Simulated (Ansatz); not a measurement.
Write a Python script for Ansatz 0.2.0, Python API that makes a phonon calculation by linear response of SnO₂, space group P6_3/mmc. Level of theory: LDA, PAW, the default cutoff (420 eV here), 6×6×2 k-points, fixed occupations.

```
Sn O
1.0
     3.23058    0.00000    0.00000
    -1.61529    2.79776    0.00000
     0.00000    0.00000   10.79056
Sn O
2 4
Direct
  0.00000 0.00000 0.50000
  0.00000 0.00000 0.00000
  0.66667 0.33333 0.40586
  0.66667 0.33333 0.09414
  0.33333 0.66667 0.59414
  0.33333 0.66667 0.90586
```

`dfpt_sno2.py`
```python
from pathlib import Path

import ansatz
import numpy as np


def main() -> None:
    vectors = np.array([
        [3.23058, 0.0, 0.0],
        [-1.61529, 2.79776, 0.0],
        [0.0, 0.0, 10.79056],
    ])
    structure = (
        ansatz.Lattice.of(vectors)
        .atom("Sn", [0.0, 0.0, 0.5])
        .atom("Sn", [0.0, 0.0, 0.0])
        .atom("O", [2 / 3, 1 / 3, 0.40586])
        .atom("O", [2 / 3, 1 / 3, 0.09414])
        .atom("O", [1 / 3, 2 / 3, 0.59414])
        .atom("O", [1 / 3, 2 / 3, 0.90586])
    )

    setup = (
        structure.calculation()
        .functional(ansatz.Functional.LDA)
        .occupations(ansatz.OccupationsMethod.FIXED)
        .kpoints(6, 6, 2)
        .phonons("dfpt")
    )
    res = setup.run(threads=1, runs_dir="runs")
    ph = res.phonons

    print("Gamma modes (1/cm):", " ".join(f"{w:.1f}" for w in ph.gamma_omega_inv_cm))
    print("in meV:", " ".join(f"{w * 0.1239842:.2f}" for w in ph.gamma_omega_inv_cm))


if __name__ == "__main__":
    main()
```

```console
$ python dfpt_sno2.py
DeckWarning: basis.ecutwfc = 420 eV, auto-derived from the records' recommended cutoffs: set by Sn (normal level)
Gamma modes (1/cm): -13.4 -13.4 0.0 0.0 0.0 19.0 356.2 356.2 357.0 357.0 411.5 411.5 412.2 412.2 463.5 463.9 468.9 514.8
in meV: -1.66 -1.66 0.00 0.00 0.00 2.36 44.16 44.16 44.27 44.27 51.02 51.02 51.11 51.11 57.47 57.52 58.14 63.83
```
(Warnings from the package without file and line.)

Caveats:
- The cell isn't relaxed first, so the values belong to this volume.
- A negative frequency stands for an imaginary mode.
- No non-analytic term is added, so at the zone centre the longitudinal optical modes of a polar crystal aren't split off.
- The structure comes from a database of computed cells and needn't be a stable or known phase.
- The structure is taken as given; imaginary modes can come from an unrelaxed or unstable start.
- Timing: 42 s on 1 thread of Arm Neoverse V1, on a shared host, peak memory 0.67 GiB.
